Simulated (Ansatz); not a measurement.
# BrClH₃NOSi: up Jacob's ladder to CCSD(T)

An exercise on one series of results from a longer session: the logs are not shown, and one member is left open.

Program: Ansatz 0.2.0, Gaussian basis. Level of theory: functionals in def2-TZVPP, the program's frozen cores in correlated methods. These are calculated values, not measurements.

Plan: LDA (SPW92), PBE-D4, revPBE-D4, BLYP-D4, r2SCAN-D4, B97M-V, PBE0-D4, B3LYP-D4, r2SCANh-D4, r2SCAN0-D4, HSE06-D4, BHLYP-D4, CAM-B3LYP-D4, LC-ωPBE, ωB97X-V, ωB97M-V, B2PLYP, PBE-QIDH; CCSD(T)/def2-SVP; CCSD(T)/def2-TZVPP; MP2/def2-QZVPP; extrapolation to the limit; RPA on PBE.

## Structure used throughout

An earlier PBE0-D4 in a triple-zeta def2 set relaxation fixed the geometry.

SMILES `N[Si](O)(Cl)Br`, 8 atoms, charge 0, spin multiplicity 1.

Atoms are counted from 1 here; the program's logs count them from 0.

Bond lengths: N1–Si2 1.693 Å, N1–H6 1.007 Å, N1–H7 1.008 Å, Si2–O3 1.625 Å, Si2–Cl4 2.043 Å, Si2–Br5 2.208 Å, O3–H8 0.960 Å. Angles: Si2–N1–H6 119.3°, Si2–N1–H7 119.5°, H6–N1–H7 111.6°, N1–Si2–O3 111.3°, N1–Si2–Cl4 105.7°, N1–Si2–Br5 115.5°, O3–Si2–Cl4 112.5°, O3–Si2–Br5 103.6°, Cl4–Si2–Br5 108.3°, Si2–O3–H8 115.9°.

Set-up of the first run:

in.yaml reads:

```yaml
crystal:
  periodic: [false, false, false]
  atoms:
    - {symbol: N, position_ang: [0.115234, 0.988799, 0.720191]}
    - {symbol: Si, position_ang: [-0.163299, -0.255058, -0.394594]}
    - {symbol: O, position_ang: [0.825706, -1.517435, -0.131686]}
    - {symbol: Cl, position_ang: [-2.135276, -0.749796, -0.188719]}
    - {symbol: Br, position_ang: [0.205394, 0.263548, -2.508403]}
    - {symbol: H, position_ang: [-0.620937, 1.647311, 0.918637]}
    - {symbol: H, position_ang: [1.024228, 1.423355, 0.762517]}
    - {symbol: H, position_ang: [0.841251, -1.858022, 0.766258]}
basis:
  gaussian: {orbitals: def2-TZVPP}
hamiltonian: {xc: lda}
output: {orbitals: {seedname: orbitals}}
```

Started as:

```console
ansatz run in.yaml --threads 2 --pin off --events-out ev --progress --plain --max-ram 22528MiB --backend cpu
```

Among the steps run: LDA; PBE-D4 (GGA); revPBE-D4 (GGA); BLYP-D4 (GGA); r2SCAN-D4 (meta-GGA); B97M-V (meta-GGA); PBE0-D4 (hybrid); B3LYP-D4 (hybrid); r2SCANh-D4 (hybrid); r2SCAN0-D4 (hybrid); HSE06-D4 (hybrid); BHLYP-D4 (hybrid); CAM-B3LYP-D4 (range-separated); LC-ωPBE (range-separated); ωB97X-V (range-separated); ωB97M-V (range-separated); B2PLYP (double hybrid); PBE-QIDH (double hybrid).

One of the session's tables, all rows but one given; the rest of the session is left out.

It belongs to the step «Frontier levels by functional». 

| functional | HOMO (eV) | gap (eV) |
| --- | --- | --- |
| LDA (SPW92) | -6.82 | 5.92 |
| PBE-D4 | -6.64 | 5.95 |
| revPBE-D4 | ? | ? |
| BLYP-D4 | -6.49 | 5.83 |
| r2SCAN-D4 | -6.98 | 6.81 |
| B97M-V | -7.05 | 6.73 |
| PBE0-D4 | -8.05 | 8.30 |
| B3LYP-D4 | -7.78 | 7.69 |
| r2SCANh-D4 | -7.50 | 7.65 |
| r2SCAN0-D4 | -8.28 | 8.88 |
| HSE06-D4 | -7.65 | 7.52 |
| BHLYP-D4 | -9.31 | 10.31 |
| CAM-B3LYP-D4 | -9.43 | 10.54 |
| LC-ωPBE | -10.85 | 13.31 |
| ωB97X-V | -10.46 | 12.71 |
| ωB97M-V | -10.33 | 12.16 |

Q: Estimate the row for revPBE-D4 from the others.

**Answer.** HOMO (eV): -6.58; gap (eV): 5.99. In the column «HOMO (eV)» it lies between PBE-D4 (-6.64) and BLYP-D4 (-6.49).
